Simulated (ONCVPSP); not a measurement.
# W: generating and testing an ONCV potential

Task: generate the file, and judge it by its errors in other configurations, its logarithmic derivatives, its ghosts and its cutoff.

Method: ONCVPSP 4.0.1.1 (patched build), PBE, scalar-relativistic.

## Step 1: The design

The settings as typed:

* element: tungsten (W, Z = 74)
* type: optimised norm-conserving Vanderbilt (ONCV)
* frozen core: [Kr] 4d10
* valence charge: 28
* reference configuration: 4f14 5s2 5p6 5d4 6s2
* partial waves: 5s+6s: rc 1.55 bohr, ncon 4, nbas 9, qcut 8.7 1/bohr, 2 projectors; 5p: rc 1.40 bohr, ncon 5, nbas 9, qcut 4.9 1/bohr, 1 projector; 5d: rc 2.30 bohr, ncon 4, nbas 9, qcut 6.1 1/bohr, 2 projectors, debl 1.3 Ha; 4f: rc 0.55 bohr, ncon 5, nbas 8, qcut 22.3 1/bohr, 2 projectors, debl 3.1 Ha
* local potential: polynomial inside 0.50 bohr (lpopt 3, dvloc0 0 Ha)
* core correction: not asked for

## Step 2: Generating the potential

W.dat reads:

```
# ATOM AND REFERENCE CONFIGURATION
# atsym  z   nc   nv     iexc    psfile
  W 74.00    9    5        4      upf
#
#   n    l    f
    1    0    2.00
    2    0    2.00
    2    1    6.00
    3    0    2.00
    3    1    6.00
    3    2   10.00
    4    0    2.00
    4    1    6.00
    4    2   10.00
    4    3   14.00
    5    0    2.00
    5    1    6.00
    5    2    4.00
    6    0    2.00
#
# PSEUDOPOTENTIAL AND OPTIMIZATION
# lmax
    3
#
#   l,   rc,      ep,       ncon, nbas, qcut
    0    1.55    0.00    4    9    8.70
    1    1.40    0.00    5    9    4.90
    2    2.30    0.00    4    9    6.10
    3    0.55    0.00    5    8   22.30
#
# LOCAL POTENTIAL
# lloc, lpopt,  rc(5),   dvloc0
    4    3    0.50    0.00
#
# VANDERBILT-KLEINMAN-BYLANDER PROJECTORs
# l, nproj, debl
    0    2    3.30
    1    1    1.70
    2    2    1.30
    3    2    3.10
#
# MODEL CORE CHARGE
# icmod, fcfact, rcfact
    0    0.00    0.00
#
# LOG DERIVATIVE ANALYSIS
# epsh1, epsh2, depsh
   -4.00    5.00    0.02
#
# OUTPUT GRID
# rlmax, drl
    6.00    0.01
#
# TEST CONFIGURATIONS
# ncnf
    4
# nvcnf
#   n    l    f
    5
    4    3   14.00
    5    0    2.00
    5    1    6.00
    5    2    4.00
    6    0    1.00
#
    5
    4    3   14.00
    5    0    2.00
    5    1    6.00
    5    2    4.00
    6    0    0.00
#
    5
    4    3   14.00
    5    0    2.00
    5    1    6.00
    5    2    3.00
    6    0    0.00
#
    5
    4    3   14.00
    5    0    1.00
    5    1    6.00
    5    2    4.00
    6    0    2.00
#
```

On the command line:

```
$ oncvpsp.x < W.dat > W.out
```

What does the calculation give? Wanted: cutoffs for 1 and 0.1 mHa per electron, occupied waves; bound ghosts; GHOST(+) flags; largest miss of a reference level; largest test error; largest phase difference near zero energy, channels read.

**Answer**, as computed:

| quantity | value |
| --- | --- |
| cutoffs for 1 and 0.1 mHa per electron, occupied waves | 836 Ha and 919 Ha |
| bound ghosts | s at -1162.42 eV, p at -505.59 eV |
| GHOST(+) flags | s at 266 eV, d at 838 eV, f at 11928 eV |
| largest miss of a reference level | 28 meV (4f) |
| largest test error (AE − PS) | -99 meV, for 4f14 5s1 5p6 5d4 6s2 |
| largest phase difference near zero energy, channels read | 0.007 rad |

**Reading.** A bound ghost (s, p) makes it unfit for use: electrons can fall into a state that the atom doesn't have. The worst unpolarised test, 4f14 5s1 5p6 5d4 6s2, is off by 99 meV on 85.4 eV; by total energies transferability rates as fair. That test lies far up in energy; among those under 40 eV, nearer to bonding, the largest error is 9.7 meV. By its cutoff, 836 Ha for the looser tolerance, it is very hard. At the looser tolerance the 4f wave is the slowest; 5p needs 116 Ha. Near zero energy the phases of the channels with partial waves agree within 0.007 rad. The program also flags highly localised states, GHOST(+) (s, d, f). All of this concerns the isolated atom, not yet a solid.
